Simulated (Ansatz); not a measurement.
**C2H8OSi (SMILES CC[SiH2]O) at r2SCAN0/cc-pVDZ**

Aim: the energy change on altering one bond length of C2H8OSi at r2SCAN0/cc-pVDZ, from 2 runs. 

The results are computed with Ansatz 0.2.0.

73 further runs of the same task are left out: 73 set aside as unsound or not needed.

## (1) The molecule

The species is C2H8OSi (12 atoms), meant as a singlet with charge 0. SMILES: `CC[SiH2]O`. Geometry: relaxed at PBE0-D4/def2-TZVP. This is one conformer, not always the lowest.

Bond lengths: C1–C2 1.526 Å, C2–Si3 1.868 Å, Si3–O4 1.653 Å, C1–H5 1.094 Å, C1–H6 1.093 Å, C1–H7 1.093 Å, C2–H8 1.096 Å, C2–H9 1.097 Å, Si3–H10 1.494 Å, Si3–H11 1.484 Å, O4–H12 0.957 Å. Some angles: C1–C2–Si3 113.6°, C2–Si3–O4 112.4°, C1–C2–H8 110.5°, C1–C2–H9 110.5°, Si3–C2–H8 108.4°, Si3–C2–H9 107.5°, C2–C1–H5 111.5°, C2–C1–H6 111.3°, C2–C1–H7 111.8°, C2–Si3–H10 108.7°.

## (2) A single-point energy at r2SCAN0/cc-pVDZ

molecule.yaml reads:

```yaml
crystal:
  periodic: [false, false, false]
  atoms:
    - symbol: C
      position_ang: [-1.462000, -0.315100, -0.130400]
    - symbol: C
      position_ang: [-0.193100, -0.595200, 0.670600]
    - symbol: Si
      position_ang: [1.348100, 0.138200, -0.088600]
    - symbol: O
      position_ang: [1.258000, 1.782700, -0.229600]
    - symbol: H
      position_ang: [-1.384700, -0.701300, -1.150800]
    - symbol: H
      position_ang: [-1.659100, 0.758300, -0.198700]
    - symbol: H
      position_ang: [-2.341400, -0.775300, 0.326800]
    - symbol: H
      position_ang: [-0.292100, -0.210900, 1.691700]
    - symbol: H
      position_ang: [-0.031100, -1.675800, 0.767200]
    - symbol: H
      position_ang: [1.555800, -0.473500, -1.435500]
    - symbol: H
      position_ang: [2.530600, -0.124900, 0.769100]
    - symbol: H
      position_ang: [0.748100, 2.137600, -0.957900]
basis:
  gaussian:
    orbitals: cc-pVDZ
hamiltonian:
  xc: {name: r2SCAN0}
accuracy: high
output: {orbitals: {seedname: orbitals}}
```

Run with:

```sh
$ ansatz run molecule.yaml --threads 1 --pin off --max-ram 3480MiB --events-out events.jsonl --progress --plain --runs-dir runs
```

The log of the run:

```text
Warning: RAYON_NUM_THREADS=1 ignored (pool sized by the plan → 1); use --threads N
Functional definition: r2SCAN0
  name "r2SCAN0"
  parameter a = 0.25
  parameter k0 = 0.174
  parameter k1 = 0.065
  parameter a1 = 4.9479
  exchange = (1 - a)*r2scan_x(k0 = k0, k1 = k1, a1 = a1) + a*exact_x
  correlation = r2scan_c
2427 factors; integrals over basis functions are off by at most 3.9e-9 eV
mean field evaluation 1: about -12119.3567 eV, gradient 5.9e1 eV
mean field evaluation 2: about -12116.0433 eV, gradient 7.1e1 eV
mean field evaluation 4: about -12126.4189 eV, gradient 2.7e0 eV
mean field evaluation 8: about -12126.6679 eV, gradient 1.5e-1 eV
mean field evaluation 16: about -12126.6679 eV, gradient 2.1e-5 eV
mean field -12126.66793268 eV, -445.6468267753 hartree, gradient 4.5e-8 eV, S^2 0.000000; 0 other end points of the search recorded, 0 dependent functions left out
reference -12126.66793335 eV, -445.6468267998 hartree; 21, 21 occupied and 79, 79 virtual orbitals, 2427 factors
Total energy: -12126.66793335 eV, -445.6468267998 hartree
```

Wall time 6.3 s (1 thread of AMD EPYC 9R45 (Zen 5), shared host); peak memory 0.45 GiB.

## (3) The distorted shape at the same level

in.yaml reads:

```yaml
crystal:
  periodic: [false, false, false]
  atoms:
    - {symbol: C, position_ang: [-2.477139, -0.091016, -0.771212]}
    - {symbol: C, position_ang: [-0.193100, -0.595200, 0.670600]}
    - {symbol: Si, position_ang: [1.348100, 0.138200, -0.088600]}
    - {symbol: O, position_ang: [1.258000, 1.782700, -0.229600]}
    - {symbol: H, position_ang: [-2.399839, -0.477216, -1.791612]}
    - {symbol: H, position_ang: [-2.674239, 0.982384, -0.839512]}
    - {symbol: H, position_ang: [-3.356539, -0.551216, -0.314012]}
    - {symbol: H, position_ang: [-0.292100, -0.210900, 1.691700]}
    - {symbol: H, position_ang: [-0.031100, -1.675800, 0.767200]}
    - {symbol: H, position_ang: [1.555800, -0.473500, -1.435500]}
    - {symbol: H, position_ang: [2.530600, -0.124900, 0.769100]}
    - {symbol: H, position_ang: [0.748100, 2.137600, -0.957900]}
basis:
  gaussian: {orbitals: cc-pVDZ}
hamiltonian: {xc: {name: r2SCAN0}}
accuracy: high
output: {orbitals: {seedname: orbitals}}
```

Run with:

```sh
$ ansatz run in.yaml --threads 1 --pin off --max-ram 3480MiB --events-out events.jsonl --progress --plain --runs-dir runs
```

The log of the run, shortened:

```text
Warning: RAYON_NUM_THREADS=1 ignored (pool sized by the plan → 1); use --threads N
[... 8 set-up lines as earlier in the session ...]
2373 factors; integrals over basis functions are off by at most 3.9e-9 eV
mean field evaluation 1: about -12116.2637 eV, gradient 5.3e1 eV
mean field evaluation 2: about -12113.8505 eV, gradient 6.4e1 eV
mean field evaluation 4: about -12121.9051 eV, gradient 2.4e0 eV
mean field evaluation 8: about -12122.1539 eV, gradient 8.8e-1 eV
mean field evaluation 16: about -12122.1566 eV, gradient 6.0e-5 eV
mean field -12122.15658664 eV, -445.4810378662 hartree, gradient 4.2e-8 eV, S^2 0.000000; 0 other end points of the search recorded, 0 dependent functions left out
reference -12122.15658736 eV, -445.4810378926 hartree; 21, 21 occupied and 79, 79 virtual orbitals, 2373 factors
Total energy: -12122.15658736 eV, -445.4810378926 hartree
```

Wall time 5.4 s (1 thread of AMD EPYC 9R45 (Zen 5), shared host); peak memory 0.44 GiB.

## (4) Summary of results

Level: r2SCAN0/cc-pVDZ.

```
                                                         quantity          value
                                        first shape: total energy  -445.64683 Eh
                                         first shape: HOMO energy       -8.09 eV
                                         first shape: LUMO energy        1.30 eV
                                       first shape: HOMO–LUMO gap        9.38 eV
                                    distorted shape: total energy  -445.48104 Eh
                                     distorted shape: HOMO energy       -7.09 eV
                                     distorted shape: LUMO energy       -2.71 eV
                                   distorted shape: HOMO–LUMO gap        4.39 eV
energy change with the C1–C2 bond stretched from 1.526 to 2.748 Å       4.511 eV
```

With the C1–C2 bond stretched from 1.526 to 2.748 Å the energy rises by 4.51 eV (435 kJ/mol). The first shape isn't relaxed at this level, so the change isn't measured from a minimum. A restricted reference can't describe the breaking bond well at this length.
